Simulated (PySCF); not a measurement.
# K2⁻: basis, grid and Hamiltonian

The method stays; parts of the set-up, such as the basis or the Hamiltonian, are changed.

Method: method and basis as typed in the scripts; program: PySCF 2.14.0.

### 1 The system as given

K2⁻: 2 atoms, charge -1, spin multiplicity 2.

No contacts short enough for the rule that draws bonds.

### 2 Base script

The input, input.py:

```python
from pyscf import gto, dft

mol = gto.M(
    atom='K 0 0 0; K 0 0 4.588',
    basis='pcseg-1',
    charge=-1,
    spin=1,
    symmetry=True,
    verbose=4,
)
mf = dft.UKS(mol, xc='pbe0')
mf.kernel()
g = mf.nuc_grad_method()
g.grid_response = True
g.kernel()
mf.dip_moment()
print('orbital energies (hartree):', [e[max(0, n-3):n+3].round(4) for e, n in zip(mf.mo_energy, mol.nelec)])
```

The run is started by

```console
OMP_NUM_THREADS=1 python input.py
```

The log of this run is left out.

It gives: E(SCF) = -1199.378309 Eh, 9 cycles, ⟨S²⟩ = 0.795, gradient on the second atom 0.0005 Eh/bohr.

The bond length is a typed value, not an optimised one. The dipole of an ion depends on the origin.

### 3 Cartesian functions on

Variant 1 changes Cartesian functions: off → on.

The input, input.py:

```python
from pyscf import gto, dft

mol = gto.M(
    atom='K 0 0 0; K 0 0 4.588',
    basis='pcseg-1',
    charge=-1,
    spin=1,
    symmetry=True,
    cart=True,
    verbose=4,
)
mf = dft.UKS(mol, xc='pbe0')
mf.kernel()
g = mf.nuc_grad_method()
g.grid_response = True
g.kernel()
mf.dip_moment()
print('orbital energies (hartree):', [e[max(0, n-3):n+3].round(4) for e, n in zip(mf.mo_energy, mol.nelec)])
```

The run is started by

```console
OMP_NUM_THREADS=1 python input.py
```

### 4 Density fitting auto

Variant 2 changes density fitting: none → auto.

Changes to input.py since step 2:

```diff
@@ -11,2 +11,3 @@
 mf = dft.UKS(mol, xc='pbe0')
+mf = mf.density_fit()
 mf.kernel()
```

### 5 Density fitting weigend

Variant 3 changes density fitting: none → weigend.

Changes to input.py since step 2:

```diff
@@ -11,2 +11,3 @@
 mf = dft.UKS(mol, xc='pbe0')
+mf = mf.density_fit(auxbasis='weigend')
 mf.kernel()
```

### 6 Lanl2dz (core potential on)

Variant 4 changes basis set: pcseg-1 → lanl2dz; core potential: off → on. The core potential changes with it: totals don't compare.

Changes to input.py since step 2:

```diff
@@ -4,3 +4,4 @@
     atom='K 0 0 0; K 0 0 4.588',
-    basis='pcseg-1',
+    basis='lanl2dz',
+    ecp={'K': 'lanl2dz'},
     charge=-1,
```

Before running it: what results should come out? Wanted: for each run, E(SCF); from base; gap, α spin.

**Answer**, as computed:

```
                        run  E(SCF) (hartree)  from base (eV)  cycles  gap, α spin (eV)  functions
                       base      -1199.378309               0       9              2.25         48
     Cartesian functions on      -1199.381345         -0.0826      10              2.23         52
       density fitting auto      -1199.378314         -0.0001       9              2.25         48
    density fitting weigend      -1196.877717        +68.0446       9              2.24         48
lanl2dz (core potential on)        -56.274922  not comparable       9              1.42         24
```

In words: The highest filled level of this anion is positive: the basis lacks diffuse functions or the electron is not bound, so these numbers hang on the basis. Of the runs whose energies can be compared, “density fitting weigend” moves the SCF energy most (+68.045 eV).
